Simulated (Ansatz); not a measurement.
**Rh: one crystal by all-electron and frozen-core methods**

Aim: solve Rh at one geometry with LAPW, all electrons, PAW on the default files and datasets made for this crystal, and see where they agree.

Program: Ansatz 0.2.0. Level of theory: DFT PBEsol, scalar-relativistic. These are calculated values, not measurements.

### Step 1. The starting structure

Symmetry: Fm-3m, No. 225, cubic system. The conventional cell has a = 3.803 Å, b = 3.803 Å, c = 3.803 Å, α = 90.00°, β = 90.00°, γ = 90.00°. Rh (site symmetry m-3m) has 12 Rh at 2.69 Å as nearest neighbours.

As a file:

```
CELL_PARAMETERS angstrom
0.00000 1.90155 1.90155
1.90155 0.00000 1.90155
1.90155 1.90155 0.00000
ATOMIC_POSITIONS crystal
Rh 0.00000 0.00000 0.00000
```

The cell is a deposited one (Crystallography Open Database entry 9008482); the temperature and pressure of the measurement aren't taken into account, and nothing was relaxed.

### Step 2. LAPW, all electrons

File input.yaml:

```yaml
crystal:
  lattice:
    - [0.0, 1.90155, 1.90155]
    - [1.90155, 0.0, 1.90155]
    - [1.90155, 1.90155, 0.0]
  atoms:
    - { symbol: Rh, position: [0.0, 0.0, 0.0] }
kpoints:
  mp_grid: { grid: [16, 16, 16] }
  band_path:
    path:
      - [0.0, 0.0, 0.0]
      - [0.5, 0.0, 0.5]
      - [0.625, 0.25, 0.625]
      - [0.375, 0.375, 0.75]
      - [0.0, 0.0, 0.0]
      - [0.5, 0.5, 0.5]
      - [0.5, 0.25, 0.75]
      - [0.5, 0.0, 0.5]
    npoints: 14
scf:
  occupations: { method: fermi_dirac, width: 0.08 }
hamiltonian:
  xc: pbesol
  pseudopotentials: { kind: all_electron, lapw: { basis_error: 0.001 } }
output:
  forces: true
  stress: true
  eigenvalues: true
  fatbands: true
  populations: true
  dos: { projected: true, de: 0.2, e_range: [-14, 8] }
```

The run is started by

```console
> ansatz run input.yaml --threads 1 --pin off --max-ram 3072MiB --backend cpu --events-out ev --progress --plain --runs-dir out
```

### Step 3. PAW on the default files

Changes to input.yaml since step 2:

```diff
@@ -24,3 +24,3 @@
   xc: pbesol
-  pseudopotentials: { kind: all_electron, lapw: { basis_error: 0.001 } }
+  pseudopotentials: { kind: paw }
 output:
@@ -29,4 +29,9 @@
   eigenvalues: true
-  fatbands: true
+  efg: { contact_densities: true }
   populations: true
+  bader: true
   dos: { projected: true, de: 0.2, e_range: [-14, 8] }
+  write_density: true
+  write_potential: true
+  elf: true
+  volumetric_format: npy
```

### Step 4. Datasets made for this crystal

Changes to input.yaml since step 3:

```diff
@@ -19,3 +19,3 @@
       - [0.5, 0.0, 0.5]
-    npoints: 14
+    npoints: 8
 scf:
@@ -24,3 +24,3 @@
   xc: pbesol
-  pseudopotentials: { kind: paw }
+  pseudopotentials: { kind: all_electron, datasets: crystal }
 output:
@@ -30,8 +30 @@
   efg: { contact_densities: true }
-  populations: true
-  bader: true
-  dos: { projected: true, de: 0.2, e_range: [-14, 8] }
-  write_density: true
-  write_potential: true
-  elf: true
-  volumetric_format: npy
```

(Steps that only read results are left out.)

Q: Predict the outcome of this session. Wanted: pressure; gap.

The runs gave:

| quantity | value |
| --- | --- |
| pressure | LAPW -4.89, PAW -4.88, crystal datasets -4.89 GPa |
| gap (LAPW) | none |

At this geometry the cell is under tension of 4.9 GPa, so it would shrink if let go. The count of 27 electrons in bands leaves a band partly filled, so there is no gap. Within 0.3 eV of the Fermi level the largest projected share is Rh 4d (97 %). The projection holds only the free atom's occupied shells (Rh 5s, Rh 4d in this range). In pressure, PAW differs from LAPW by +0.01 GPa. The price, with the outputs that each input asks for: 19 s for LAPW against 6.7 s for PAW, about 2.9 to one.
